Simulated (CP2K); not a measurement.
# PtSe (F-43m) in CP2K: single point with PBE+U

Aim: the single point of PtSe with PBE+U.

Program: CP2K 2026.2. These are calculated values, not measurements. Logs are shortened: lines on timing, memory, paths and dates and some standing lists are left out, and cuts for length are marked.

## Step 1: The crystal as given

It takes space group F-43m (No. 216, cubic). The conventional cell has a = 6.075 Å, b = 6.075 Å, c = 6.075 Å, α = 90.00°, β = 90.00°, γ = 90.00°. Pt (site symmetry -43m) has 4 Se at 2.63 Å as nearest neighbours. Se (site symmetry -43m) is surrounded by 4 Pt at 2.63 Å.

The cell comes from a database or a generator and needn't be the stable form of this composition.

## Step 2: Single point, PBE+U

The input, ptse_scf.inp:

```
&GLOBAL
  PROJECT ptse_scf
  RUN_TYPE ENERGY_FORCE
  PRINT_LEVEL LOW
&END GLOBAL
&FORCE_EVAL
  METHOD QS
  STRESS_TENSOR ANALYTICAL
  &DFT
    BASIS_SET_FILE_NAME BASIS_MOLOPT_UZH
    POTENTIAL_FILE_NAME POTENTIAL_UZH
    PLUS_U_METHOD MULLIKEN_CHARGES
    &MGRID
      CUTOFF 450
      REL_CUTOFF 60
      NGRIDS 5
    &END MGRID
    &QS
      METHOD GPW
      EPS_DEFAULT 1.0E-9
    &END QS
    &KPOINTS
      SCHEME MONKHORST-PACK 5 5 5
      GAMMA_CENTERED T
      SYMMETRY T
      SYMMETRY_BACKEND SPGLIB
    &END KPOINTS
    &SCF
      SCF_GUESS ATOMIC
      EPS_SCF 1.0E-6
      MAX_SCF 100
      ADDED_MOS 13
      CHOLESKY OFF
      EPS_EIGVAL 1.0E-7
      &DIAGONALIZATION ON
        ALGORITHM STANDARD
      &END DIAGONALIZATION
      &MIXING ON
        METHOD BROYDEN_MIXING
        ALPHA 0.4
        BETA 1.5
        NBUFFER 8
      &END MIXING
      &SMEAR ON
        METHOD GAUSSIAN
        SIGMA [eV] 0.05
      &END SMEAR
    &END SCF
    &XC
      &XC_FUNCTIONAL
        &GGA_X_PBE
        &END GGA_X_PBE
        &GGA_C_PBE
        &END GGA_C_PBE
      &END XC_FUNCTIONAL
    &END XC
    &PRINT
      &KPOINTS ON
      &END KPOINTS
      &MULLIKEN ON
      &END MULLIKEN
      &MO ON
        ENERGIES T
        OCCUPATION_NUMBERS T
        &EACH
          QS_SCF 0
        &END EACH
        ADD_LAST NUMERIC
      &END MO
      &PLUS_U ON
        &EACH
          QS_SCF 0
        &END EACH
        ADD_LAST NUMERIC
      &END PLUS_U
    &END PRINT
  &END DFT
  &SUBSYS
    &CELL
      A 4.2955990677 0.0000000000 0.0000000000
      B 2.1477995338 3.7200979171 0.0000000000
      C 2.1477995338 1.2400326390 3.5073419518
      PERIODIC XYZ
    &END CELL
    &COORD
      Pt  0.0000000000 0.0000000000 0.0000000000
      Se  2.1477995338 1.2400326390 0.8768354879
    &END COORD
    &KIND Pt
      BASIS_SET DZVP-MOLOPT-PBE-GTH-q18
      POTENTIAL GTH-PBE-q18
      &DFT_PLUS_U
        L 2
        U_MINUS_J [eV] 5.0
      &END DFT_PLUS_U
    &END KIND
    &KIND Se
      BASIS_SET DZVP-MOLOPT-PBE-GTH-q6
      POTENTIAL GTH-PBE-q6
    &END KIND
    &PRINT
      &ATOMIC_COORDINATES ON
      &END ATOMIC_COORDINATES
      &CELL ON
      &END CELL
    &END PRINT
  &END SUBSYS
  &PRINT
    &FORCES ON
    &END FORCES
    &STRESS_TENSOR ON
    &END STRESS_TENSOR
  &END PRINT
&END FORCE_EVAL
```

Potentials or basis: POTENTIAL_UZH Pt GTH-PBE-q18, Se GTH-PBE-q6; DZVP-MOLOPT-PBE-GTH basis.

The run is started by

```sh
OMP_NUM_THREADS=2 cp2k.psmp -i ptse_scf.inp -o ptse_scf.out
```

ptse_scf.out:

```text

 CP2K| version string:                                       CP2K version 2026.2
 CP2K| Input file name                                              ptse_scf.inp

 GLOBAL| Force Environment number                                              1
 GLOBAL| Basis set file name                                    BASIS_MOLOPT_UZH
 GLOBAL| Potential file name                                       POTENTIAL_UZH
 GLOBAL| MM Potential file name                                     MM_POTENTIAL
 GLOBAL| Coordinate file name                                      __STD_INPUT__
 GLOBAL| Method name                                                        CP2K
 GLOBAL| Project name                                                   ptse_scf
 GLOBAL| Run type                                                   ENERGY_FORCE
 GLOBAL| FFT library                                                       FFTW3
 GLOBAL| Diagonalization library                                       ScaLAPACK
 GLOBAL| Cholesky decomposition library                                ScaLAPACK
 GLOBAL| DGEMM library                                                      BLAS
 GLOBAL| Direct generalized diagonalization requested                          F
 GLOBAL| Matrix multiplication library                                 ScaLAPACK
 GLOBAL| Global print level                                                  LOW
 GLOBAL| Total number of message passing processes                             1
 GLOBAL| Number of threads for this process                                    2
 GLOBAL| CPU model name                           Intel(R) Xeon(R) CPU @ 2.80GHz

 CELL| Volume [angstrom^3]:                                            56.047497
 CELL| Vector a [angstrom]:       4.296     0.000     0.000   |a| =     4.295599
 CELL| Vector b [angstrom]:       2.148     3.720     0.000   |b| =     4.295599
 CELL| Vector c [angstrom]:       2.148     1.240     3.507   |c| =     4.295599
 CELL| Angle (b,c), alpha [degree]:                                    60.000000
 CELL| Angle (a,c), beta  [degree]:                                    60.000000
 CELL| Angle (a,b), gamma [degree]:                                    60.000000
 CELL| Numerically orthorhombic:                                              NO
 CELL| Periodicity                                                           XYZ

 CELL_REF| Volume [angstrom^3]:                                        56.047497
 CELL_REF| Vector a [angstrom     4.296     0.000     0.000   |a| =     4.295599
 CELL_REF| Vector b [angstrom     2.148     3.720     0.000   |b| =     4.295599
 CELL_REF| Vector c [angstrom     2.148     1.240     3.507   |c| =     4.295599
 CELL_REF| Angle (b,c), alpha [degree]:                                60.000000
 CELL_REF| Angle (a,c), beta  [degree]:                                60.000000
 CELL_REF| Angle (a,b), gamma [degree]:                                60.000000
 CELL_REF| Numerically orthorhombic:                                          NO
 CELL_REF| Periodicity                                                       XYZ
[... 9 lines left out ...]
 TOTAL NUMBERS AND MAXIMUM NUMBERS

  Total number of            - Atomic kinds:                                   2
                             - Atoms:                                          2
                             - Shell sets:                                     2
                             - Shells:                                        13
                             - Primitive Cartesian functions:                 10
                             - Cartesian basis functions:                     45
[... 82 lines left out ...]
 *** possibly due to unphysical Mulliken charges!                          ***

     4 Broy./Diag. 0.40E+00    0.9     0.05551559      -129.7071156745  4.91E-01

 [... this warning repeats ...]
     5 Broy./Diag. 0.40E+00    0.9     0.02248210      -129.5409361866  1.66E-01

     6 Broy./Diag. 0.40E+00    0.8     0.00261765      -129.5438438439 -2.91E-03

     7 Broy./Diag. 0.40E+00    0.8     0.00677704      -129.5470927054 -3.25E-03
[... 17 lines left out ...]
    16 Broy./Diag. 0.40E+00    0.9     0.00000150      -129.5448674884  3.21E-06

    17 Broy./Diag. 0.40E+00    0.9     0.00000008      -129.5448690196 -1.53E-06

  *** SCF run converged in    17 steps ***

  Electronic density on regular grids:        -23.9999999978        0.0000000022
  Core density on regular grids:               23.9999999784       -0.0000000216
  Total charge density on r-space grids:       -0.0000000194
  Total charge density g-space grids:          -0.0000000194

  Overlap energy of the core charge distribution:               0.00000000030566
  Self energy of the core charge distribution:               -202.60574159533346
  Core Hamiltonian energy:                                     44.76276620928961
  Hartree energy:                                              41.94735080562953
  Exchange-correlation energy:                                -13.62901280766597
  Smearing free energy correction:                             -0.00016100436559
  Fermi energy:                                                 0.13259929598521

  DFT+U energy:                                                -0.02007062747057

  Total energy:                                              -129.54486901959001
  Total energy (extrapolated to sigma->0):                   -129.54478851740723

 MO| EIGENVALUES AND OCCUPATION NUMBERS FOR K POINT 1
 MO|
 MO|  Index      Eigenvalue [a.u.]        Eigenvalue [eV]             Occupation
 MO|      1              -3.416839             -92.976923               2.000000
 MO|      2              -1.750696             -47.638864               2.000000
 MO|      3              -1.750676             -47.638317               2.000000
 MO|      4              -1.750642             -47.637404               2.000000
 MO|      5              -0.345389              -9.398522               2.000000
 MO|      6              -0.048589              -1.322161               2.000000
[... 300 lines left out ...]
 MO|     24               1.108263              30.157373               0.000000
 MO|     25               1.108274              30.157660               0.000000
 MO| Sum:                                                              20.000000
 MO| E(Fermi):            0.132599 a.u.          3.608210 eV

 !-----------------------------------------------------------------------------!
                     Mulliken Population Analysis

 #  Atom  Element  Kind  Atomic population                           Net charge
       1     Pt       1         18.231699                             -0.231699
       2     Se       2          5.768301                              0.231699
 # Total charge                             24.000000                 -0.000000

 !-----------------------------------------------------------------------------!

 ENERGY| Total FORCE_EVAL ( QS ) energy [hartree]           -129.544868610400869

 FORCES| Atomic forces [hartree/bohr]
 FORCES|   Atom     x               y               z               |f|
 FORCES|      1  1.66066650E-05  3.70837634E-05  2.99083109E-04   3.01830569E-04
 FORCES|      2 -1.65717627E-05 -3.71072295E-05 -2.98998564E-04   3.01747760E-04
 FORCES| Sum     3.49023550E-08 -2.34660894E-08  8.45447341E-08
 FORCES| Total atomic force                                       9.44279821E-08

 STRESS| Analytical stress tensor [bar]
 STRESS|                        x                   y                   z
 STRESS|      x       -1.75994381664E+05   2.77341265454E+02  -1.88364558172E+02
 STRESS|      y        2.77341265454E+02  -1.76544816780E+05  -4.45919252658E+00
 STRESS|      z       -1.88364558172E+02  -4.45919252658E+00  -1.76079122338E+05
 STRESS| 1/3 Trace                                            -1.76206106927E+05
 STRESS| Determinant                                          -5.47091626251E+15

 STRESS| Eigenvectors and eigenvalues of the analytical stress tensor [bar]
 STRESS|                        1                   2                   3
 STRESS| Eigenvalues  -1.76668792516E+05  -1.76174011019E+05  -1.75775517246E+05
 STRESS|      x          -0.406644102333      0.422557320121      0.809991287144
 STRESS|      y           0.905261602007      0.305788206856      0.294949155754
 STRESS|      z          -0.123052858438      0.853193344887     -0.506871887434
```

Wall time 18 s (2 threads of Intel Xeon at 2.80GHz (Skylake/Cascade Lake), shared host); peak memory 0.35 GiB.

What came out:

```
Free energy            : -3525.0951 eV
Band gap on the k mesh : none (metal or under the smearing width)
Mulliken charges       : Pt -0.23; Se +0.23 e
```

Caveat: Mulliken charges move with the basis; the U term came out negative, which shows unphysical Mulliken occupations; this program's U acts on Mulliken populations of all basis functions of the shell, so it isn't the U of plane-wave codes; energies scatter by some meV and the pressure isn't listed; the basis of atomic orbitals isn't converged, which shifts pressures, moduli and gaps; U without spin polarisation on a metal has little footing.
